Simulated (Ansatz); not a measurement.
# BClGaHS: a ladder of functionals and wavefunction methods

The task here is to estimate one member of a computed series from the others.

Computed with Ansatz 0.2.0, Gaussian basis. Level: functionals in def2-TZVPP, the program's frozen cores in correlated methods.

Levels to be run: LDA (SPW92), PBE-D4, revPBE-D4, BLYP-D4, r2SCAN-D4, B97M-V, PBE0-D4, B3LYP-D4, r2SCANh-D4, r2SCAN0-D4, HSE06-D4, BHLYP-D4, CAM-B3LYP-D4, LC-ωPBE, ωB97X-V, ωB97M-V, B2PLYP, PBE-QIDH; CCSD(T)/def2-SVP; CCSD(T)/def2-TZVPP; MP2/def2-QZVPP; extrapolation to the limit; RPA on PBE.

**The geometry**

An earlier PBE0-D4 in a triple-zeta def2 set relaxation fixed the geometry.

5 atoms, charge 0, spin multiplicity 1.

Atoms are counted from 1 here; the program's logs count them from 0.

Bond lengths: Cl1–B2 1.750 Å, B2–S3 1.757 Å, B2–H5 1.219 Å, S3–Ga4 2.363 Å. Angles: Cl1–B2–S3 125.4°, Cl1–B2–H5 113.9°, S3–B2–H5 120.7°, B2–S3–Ga4 79.5°.

The first run:

Contents of in.yaml:

```yaml
crystal:
  periodic: [false, false, false]
  atoms:
    - {symbol: Cl, position_ang: [0.241988, -1.121843, 1.919057]}
    - {symbol: B, position_ang: [0.058222, -0.248530, 0.413980]}
    - {symbol: S, position_ang: [0.335991, -0.912244, -1.189405]}
    - {symbol: Ga, position_ang: [-0.293029, 1.298443, -1.740076]}
    - {symbol: H, position_ang: [-0.293172, 0.910471, 0.555043]}
basis:
  gaussian: {orbitals: def2-TZVPP}
hamiltonian: {xc: lda}
output: {orbitals: {seedname: orbitals}}
```

Among the steps run: LDA; PBE-D4 (GGA); revPBE-D4 (GGA); BLYP-D4 (GGA); r2SCAN-D4 (meta-GGA); B97M-V (meta-GGA); PBE0-D4 (hybrid); B3LYP-D4 (hybrid); r2SCANh-D4 (hybrid); r2SCAN0-D4 (hybrid); HSE06-D4 (hybrid); BHLYP-D4 (hybrid); CAM-B3LYP-D4 (range-separated); LC-ωPBE (range-separated); ωB97X-V (range-separated); ωB97M-V (range-separated); B2PLYP (double hybrid); PBE-QIDH (double hybrid).

One of the session's tables, all rows but one given; the rest of the session is left out.

It belongs to the step «Orbital energies across the functionals». 

```
  functional  HOMO (eV)  LUMO (eV)  gap (eV)
 LDA (SPW92)      -6.22      -2.76      3.46
      PBE-D4      -6.04      -2.54      3.50
   revPBE-D4      -5.98      -2.45      3.53
     BLYP-D4      -5.89      -2.45      3.44
   r2SCAN-D4      -6.30      -2.42      3.88
      B97M-V      -6.20      -2.45      3.75
     PBE0-D4          ?          ?         ?
    B3LYP-D4      -6.83      -2.05      4.79
  r2SCANh-D4      -6.66      -2.16      4.50
  r2SCAN0-D4      -7.19      -1.77      5.41
    HSE06-D4      -6.62      -2.20      4.42
    BHLYP-D4      -7.84      -1.10      6.74
CAM-B3LYP-D4      -8.20      -0.92      7.29
     LC-ωPBE      -9.42       0.12      9.54
     ωB97X-V      -9.11       0.03      9.14
     ωB97M-V      -9.00      -0.11      8.89
```

Q: Estimate the row for PBE0-D4 from the others.

**Answer.** HOMO (eV): -7.01; LUMO (eV): -1.83; gap (eV): 5.18. In the column «HOMO (eV)» it lies between r2SCAN0-D4 (-7.19) and B3LYP-D4 (-6.83).
